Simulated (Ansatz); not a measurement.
**C2H5NOSn: two geometries relaxed**

Aim: relax the geometries before and after the inversion of the pyramid at N5, and see whether they are two minima and how far apart in energy. SMILES of the start: C#C[O][SnH2][NH2].

Method: RKS r2SCAN-D4/def2-SVP, in Ansatz 0.2.0.

## (1) The starting structure

Bond lengths: C1–C2 1.144 Å, C2–O3 1.340 Å, O3–Sn4 2.011 Å, Sn4–N5 2.071 Å, C1–H6 1.126 Å, Sn4–H7 1.709 Å, Sn4–H8 1.769 Å, N5–H9 0.982 Å, N5–H10 1.049 Å. Angles: C1–C2–O3 178.8°, C2–C1–H6 176.5°, C2–O3–Sn4 123.6°, O3–Sn4–N5 108.7°, O3–Sn4–H7 112.6°, O3–Sn4–H8 106.5°, N5–Sn4–H7 111.9°, N5–Sn4–H8 106.9°, H7–Sn4–H8 109.9°, Sn4–N5–H9 106.2°, Sn4–N5–H10 106.7°, H9–N5–H10 109.5°.

As a file:

```xyz
10

C    -1.6895    1.1185    1.8938
C    -0.6579    0.6687    1.6899
O     0.5406    0.1162    1.4597
Sn    1.0098   -0.8606   -0.2340
N     0.6624    0.3946   -1.8443
H    -2.6897    1.6110    2.0482
H     2.6109   -1.4582   -0.2245
H    -0.1334   -2.2028   -0.3734
H     0.7613   -0.1594   -2.6488
H    -0.3314    0.7209   -1.7638
```

## (2) End point A

input.yaml

```yaml
crystal:
  periodic: [false, false, false]
  atoms:
    - { symbol: C, position_ang: [-1.6895, 1.1185, 1.8938] }
    - { symbol: C, position_ang: [-0.6579, 0.6687, 1.6899] }
    - { symbol: O, position_ang: [0.5406, 0.1162, 1.4597] }
    - { symbol: Sn, position_ang: [1.0098, -0.8606, -0.234] }
    - { symbol: "N", position_ang: [0.6624, 0.3946, -1.8443] }
    - { symbol: H, position_ang: [-2.6897, 1.611, 2.0482] }
    - { symbol: H, position_ang: [2.6109, -1.4582, -0.2245] }
    - { symbol: H, position_ang: [-0.1334, -2.2028, -0.3734] }
    - { symbol: H, position_ang: [0.7613, -0.1594, -2.6488] }
    - { symbol: H, position_ang: [-0.3314, 0.7209, -1.7638] }
basis:
  gaussian: { orbitals: def2-SVP }
hamiltonian:
  xc: r2scan
  dispersion: d4
relax:
  f_tol: 0.015
  max_steps: 40
```

The run is started by

```sh
> ansatz run input.yaml --threads 2 --pin off --max-ram 3072MiB --backend cpu --events-out ev --progress --plain --runs-dir out
```

The program printed, cut to the lines that bear on the results:

```text
Warning: RAYON_NUM_THREADS=2 ignored (pool sized by the plan → 2); use --threads N
[...]
Functional definition: r2SCAN
[...]
1212 factors; their error is unknown
[...]
mean field -11515.19810986 eV, -423.1757252556 hartree, gradient 1.4e-5 eV, S^2 0.000000; 0 other end points of the search recorded, 0 dependent functions left out
[...]
reference -11515.19812203 eV, -423.1757257030 hartree; 27, 27 occupied and 80, 80 virtual orbitals, 1212 factors
relax step   1: F+E_penalty+E_count = -11515.24970846 eV  Δ(F+E_penalty+E_count) = +0.000e0 eV  max|allowed force component| = 1.036e1 eV/Å  Δτ_max = 0.0000 Å  (29 SCF iters, accepted)
[...]
relax step   6: F+E_penalty+E_count = -11515.96823691 eV  Δ(F+E_penalty+E_count) = -3.231e-3 eV  max|allowed force component| = 3.937e-1 eV/Å  Δτ_max = 0.0954 Å  (29 SCF iters, accepted)
[...]
relax step  11: F+E_penalty+E_count = -11515.98679810 eV  Δ(F+E_penalty+E_count) = -4.912e-3 eV  max|allowed force component| = 1.296e-1 eV/Å  Δτ_max = 0.0999 Å  (30 SCF iters, accepted)
[...]
relax step  16: F+E_penalty+E_count = -11515.99800051 eV  Δ(F+E_penalty+E_count) = -4.104e-3 eV  max|allowed force component| = 2.122e-1 eV/Å  Δτ_max = 0.0606 Å  (29 SCF iters, accepted)
[...]
relax step  21: F+E_penalty+E_count = -11516.10094580 eV  Δ(F+E_penalty+E_count) = -1.523e-2 eV  max|allowed force component| = 3.289e-1 eV/Å  Δτ_max = 0.1388 Å  (29 SCF iters, accepted)
relax step  22: F+E_penalty+E_count = -11516.10385190 eV  Δ(F+E_penalty+E_count) = -2.906e-3 eV  max|allowed force component| = 1.028e-1 eV/Å  Δτ_max = 0.0864 Å  (30 SCF iters, accepted)
```

## (3) The output, continued: end point A relaxed

Output, continued, cut to the lines that bear on the results:

```text
relax step  23: F+E_penalty+E_count = -11516.10504321 eV  Δ(F+E_penalty+E_count) = -1.191e-3 eV  max|allowed force component| = 5.749e-2 eV/Å  Δτ_max = 0.0267 Å  (31 SCF iters, accepted)
[...]
relax step  25: F+E_penalty+E_count = -11516.10738057 eV  Δ(F+E_penalty+E_count) = -7.110e-4 eV  max|allowed force component| = 2.019e-1 eV/Å  Δτ_max = 0.1362 Å  (30 SCF iters, accepted)
[...]
relax step  27: F+E_penalty+E_count = -11516.10896073 eV  Δ(F+E_penalty+E_count) = -5.492e-4 eV  max|allowed force component| = 9.574e-3 eV/Å  Δτ_max = 0.0287 Å  (30 SCF iters, accepted)
[...]
relax step  29: F+E_penalty+E_count = -11516.10927539 eV  Δ(F+E_penalty+E_count) = +1.072e-4 eV  max|allowed force component| = 1.078e-1 eV/Å  Δτ_max = 0.0902 Å  (30 SCF iters, rejected (line search))
[...]
Atom 0 at    -1.549500     1.196158     1.631240 Å, force    -0.001121     0.004231     0.000689 eV/Å
Atom 1 at    -0.470303     0.630274     1.552586 Å, force     0.003675    -0.004980    -0.003246 eV/Å
Atom 2 at     0.660567     0.030200     1.435017 Å, force    -0.001779    -0.000268     0.001926 eV/Å
Atom 3 at     0.891474    -1.094549    -0.292801 Å, force    -0.002897    -0.004511    -0.010993 eV/Å
Atom 4 at     0.357734     0.042607    -1.876391 Å, force     0.004345     0.003476     0.002389 eV/Å
Atom 5 at    -2.480841     1.707425     1.770651 Å, force    -0.000497    -0.000719     0.001233 eV/Å
Atom 6 at     2.562446    -1.407667    -0.287143 Å, force    -0.000181     0.003150     0.003673 eV/Å
Atom 7 at    -0.207680    -2.382963    -0.119535 Å, force     0.000228     0.001397     0.005157 eV/Å
Atom 8 at     0.934162     0.877606    -1.987018 Å, force    -0.001814    -0.001243    -0.001218 eV/Å
Atom 9 at    -0.614960     0.349810    -1.823806 Å, force     0.000042    -0.000534     0.000390 eV/Å
Dipole moment:     0.214983    -0.280571    -0.532377 e Å
```

Run time: 2.2 min. Hardware: 2 threads of Arm Neoverse V2, shared host; peak memory 0.17 GiB.

The steps of the relaxation, one in 2:

```tsv
step	energy from step 1 (eV)	largest force component (eV/Å)
1	0.0000	10.3642
3	-0.7003	0.3943
5	-0.7153	0.2306
7	-0.7255	0.1120
9x	-0.6445	0.9086
11	-0.7371	0.1296
13	-0.7406	0.1062
15	-0.7442	0.4350
17	-0.7639	0.7775
19	-0.7934	0.4901
21	-0.8512	0.3289
23	-0.8553	0.0575
25	-0.8577	0.2019
27	-0.8593	0.0096
29x	-0.8596	0.1078
31x	-0.8599	0.0267
33	-0.8600	0.0110
```

Step 1 is the start. 5 steps were tried and not accepted (marked x).

After: Bond lengths: C1–C2 1.221 Å, C2–O3 1.286 Å, O3–Sn4 2.075 Å, Sn4–N5 2.021 Å, C1–H6 1.072 Å, Sn4–H7 1.700 Å, Sn4–H8 1.702 Å, N5–H9 1.021 Å, N5–H10 1.021 Å. Angles: C1–C2–O3 178.4°, C2–C1–H6 176.1°, C2–O3–Sn4 115.3°, O3–Sn4–N5 108.5°, O3–Sn4–H7 101.9°, O3–Sn4–H8 104.7°, N5–Sn4–H7 111.5°, N5–Sn4–H8 109.6°, H7–Sn4–H8 119.7°, Sn4–N5–H9 113.3°, Sn4–N5–H10 112.4°, H9–N5–H10 107.3°.

## (4) Relaxing end B

The second end starts from a geometry with the move made by hand.

input.yaml: that of step 2 with these lines changed.

```diff
@@ -11,4 +11,4 @@
     - { symbol: H, position_ang: [-0.1334, -2.2028, -0.3734] }
-    - { symbol: H, position_ang: [0.7613, -0.1594, -2.6488] }
-    - { symbol: H, position_ang: [-0.3314, 0.7209, -1.7638] }
+    - { symbol: H, position_ang: [1.46803, 0.35063, -2.40371] }
+    - { symbol: H, position_ang: [0.55875, 1.3633, -1.4551] }
 basis:
@@ -21 +21,3 @@
   max_steps: 40
+output:
+  orbitals: {}
```

The run is started by

```sh
> ansatz run input.yaml --threads 2 --pin off --max-ram 3072MiB --backend cpu --events-out ev --progress --plain --runs-dir out
```

The program printed, cut to the lines that bear on the results:

```text
Warning: RAYON_NUM_THREADS=2 ignored (pool sized by the plan → 2); use --threads N
[...]
[... 1 set-up line as earlier in the session ...]
[...]
1212 factors; their error is unknown
[...]
mean field -11515.23863307 eV, -423.1772144562 hartree, gradient 3.5e-5 eV, S^2 0.000000; 0 other end points of the search recorded, 0 dependent functions left out
[...]
reference -11515.23864520 eV, -423.1772149021 hartree; 27, 27 occupied and 80, 80 virtual orbitals, 1212 factors
relax step   1: F+E_penalty+E_count = -11515.29015207 eV  Δ(F+E_penalty+E_count) = +0.000e0 eV  max|allowed force component| = 1.032e1 eV/Å  Δτ_max = 0.0000 Å  (29 SCF iters, accepted)
[...]
relax step   5: F+E_penalty+E_count = -11516.07481352 eV  Δ(F+E_penalty+E_count) = -7.324e-2 eV  max|allowed force component| = 2.986e-1 eV/Å  Δτ_max = 0.2000 Å  (31 SCF iters, accepted)
[...]
Total energy: -11516.10969874 eV, -423.2092255293 hartree
Atom 0 at    -1.480445     1.234852     1.667044 Å, force    -0.006163     0.004521     0.001873 eV/Å
Atom 1 at    -0.447992     0.584592     1.621186 Å, force     0.006006    -0.004809    -0.002946 eV/Å
Atom 2 at     0.638183    -0.098159     1.540098 Å, force     0.001282    -0.000713     0.000816 eV/Å
Atom 3 at     0.987025    -1.011136    -0.289448 Å, force    -0.001478     0.002644    -0.000621 eV/Å
Atom 4 at     0.757400     0.363565    -1.753340 Å, force     0.000280    -0.001122     0.002066 eV/Å
Atom 5 at    -2.379015     1.807526     1.780468 Å, force     0.000250    -0.000339    -0.001260 eV/Å
Atom 6 at     2.611670    -1.486277    -0.133113 Å, force     0.000214     0.000132    -0.000203 eV/Å
Atom 7 at    -0.230476    -2.193871    -0.418627 Å, force    -0.000152     0.000184     0.000024 eV/Å
Atom 8 at     1.409348     1.145415    -1.681062 Å, force    -0.000033    -0.000204    -0.000099 eV/Å
Atom 9 at    -0.185716     0.754822    -1.776616 Å, force    -0.000207    -0.000295     0.000349 eV/Å
Dipole moment:     0.254330    -0.230122    -0.543728 e Å
```

Wall time 68 s (2 threads of Arm Neoverse V2, shared host); peak memory 0.17 GiB.

The steps of the relaxation:

```tsv
step	energy from step 1 (eV)	largest force component (eV/Å)
1	0.0000	10.3199
2	-0.6021	1.0655
3	-0.6792	0.8292
4	-0.7114	1.0143
5	-0.7847	0.2986
6	-0.8096	0.1247
7	-0.8136	0.1098
8	-0.8179	0.0196
9	-0.8186	0.0297
10	-0.8187	0.0628
11	-0.8190	0.0341
12	-0.8192	0.0186
13	-0.8194	0.0195
14	-0.8194	0.0320
15	-0.8195	0.0187
16	-0.8195	0.0062
```

Step 1 is the start.

After: Bond lengths: C1–C2 1.221 Å, C2–O3 1.285 Å, O3–Sn4 2.074 Å, Sn4–N5 2.021 Å, C1–H6 1.072 Å, Sn4–H7 1.700 Å, Sn4–H8 1.702 Å, N5–H9 1.021 Å, N5–H10 1.021 Å. Angles: C1–C2–O3 178.5°, C2–C1–H6 176.1°, C2–O3–Sn4 115.6°, O3–Sn4–N5 108.7°, O3–Sn4–H7 101.7°, O3–Sn4–H8 104.6°, N5–Sn4–H7 111.4°, N5–Sn4–H8 109.7°, H7–Sn4–H8 119.8°, Sn4–N5–H9 113.4°, Sn4–N5–H10 112.5°, H9–N5–H10 107.3°.

## (5) What came out

```
                           quantity                     value
                              end A  27 moves, 0.860 eV lower
                              end B  15 moves, 0.820 eV lower
largest difference between the ends                    0.02 Å
            end B relative to end A                 -0.000 eV
```

In words: Both starts fell into the same minimum (no atom differs by more than 0.02 Å), so from this start no second minimum was found and no band was run; another arrangement could still be one.
